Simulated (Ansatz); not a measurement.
# Cl2W: the cost of one run

The runs use Ansatz 0.2.0, Gaussian basis; UKS PBE0/def2-TZVP.

### Step 1. Where the work starts

3 atoms, charge 0, spin multiplicity 5.

Atoms are counted from 1 here; the program's logs count them from 0.

Bond lengths: W1–Cl2 2.209 Å, W1–Cl3 2.209 Å. Angles: Cl2–W1–Cl3 126.8°.

As a file:

```xyz
3

W     0.0070    0.0002   -0.2753
Cl   -0.0297    1.9740    0.7152
Cl   -0.0068   -1.9752    0.7122
```

The start was built by rule and, where that kept it together, relaxed with GFN2-xTB. Sticks and bond lists go by distance. No spin-orbit coupling is included. Elements past krypton take def2 core potentials.

### Step 2. The run

in.yaml

```yaml
crystal:
  periodic: [false, false, false]
  atoms:
    - {symbol: W, position_ang: [0.007043, 0.000249, -0.275255]}
    - {symbol: Cl, position_ang: [-0.029723, 1.973956, 0.715151]}
    - {symbol: Cl, position_ang: [-0.006796, -1.975245, 0.712172]}
basis:
  gaussian: {orbitals: def2-TZVP}
magnetization: {spin_polarized: true, initial_magnetization: 4}
hamiltonian: {xc: pbe0}
relax: {f_tol: 0.004, max_steps: 80}
```

Command:

```
$ ansatz run in.yaml --threads 1 --pin off --events-out ev --progress --plain --max-ram 2176MiB
```

**Question.** How long does this run take on 1 thread of Arm Neoverse V2, shared host, and how much memory does it need?

About 37 s, with a peak of 0.3 GiB.
